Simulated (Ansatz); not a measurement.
# Hg4TeO: the cost of one run

Computed with Ansatz 0.2.0 (DFT PBE, scalar-relativistic, plane waves, PAW, unless a step's input says otherwise).

### Step 1. Starting point

Symmetry: P4/mmm, No. 123, tetragonal system. Conventional cell: a = 4.446 Å, b = 4.446 Å, c = 6.288 Å, α = 90.00°, β = 90.00°, γ = 90.00°. Around Hg (site symmetry 2mm) lie 2 Te at 2.72 Å and 2 O at 2.72 Å. Around Te (site symmetry 4/mmm) lie 8 Hg at 2.72 Å. O (site symmetry 4/mmm) is surrounded by 8 Hg at 2.72 Å.

As a file:

```
Hg Te O
1.0
     4.44629    0.00000    0.00000
     0.00000    4.44629    0.00000
     0.00000    0.00000    6.28800
Hg Te O
4 1 1
Cartesian
  2.2231 0.0000 1.5720
  0.0000 2.2231 4.7160
  2.2231 0.0000 4.7160
  0.0000 2.2231 1.5720
  0.0000 0.0000 0.0000
  2.2231 2.2231 3.1440
```

The cell is invented: ordered mixture on the anion sites of antifluorite (P4/mmm, No. 123). The dimensions are guesses.

### Step 2. A first look at the guess

Input file input.yaml:

```yaml
crystal:
  lattice:
    - [4.44628935, 0.0, 0.0]
    - [0.0, 4.44628935, 0.0]
    - [0.0, 0.0, 6.2880027]
  atoms:
    - { symbol: Hg, position: [0.5, 0.0, 0.25] }
    - { symbol: Hg, position: [0.0, 0.5, 0.75] }
    - { symbol: Hg, position: [0.5, 0.0, 0.75] }
    - { symbol: Hg, position: [0.0, 0.5, 0.25] }
    - { symbol: Te, position: [0.0, 0.0, 0.0] }
    - { symbol: O, position: [0.5, 0.5, 0.5] }
basis:
  ecutwfc: 420
kpoints:
  mp_grid: { grid: [4, 4, 4] }
hamiltonian:
  xc: pbe
scf:
  occupations: { method: gaussian, width: 0.1 }
  lower_state_search: "off"
output:
  forces: true
  stress: true
  eigenvalues: true
```

The run is started by

```sh
> ansatz run input.yaml --threads 1 --pin off --max-ram 2048MiB --backend cpu --events-out ev --progress --plain --runs-dir out
```

Q: Estimate wall time and peak memory on 1 thread of Arm Neoverse V2, shared host.

About 6.9 s, with a peak of 0.42 GiB.
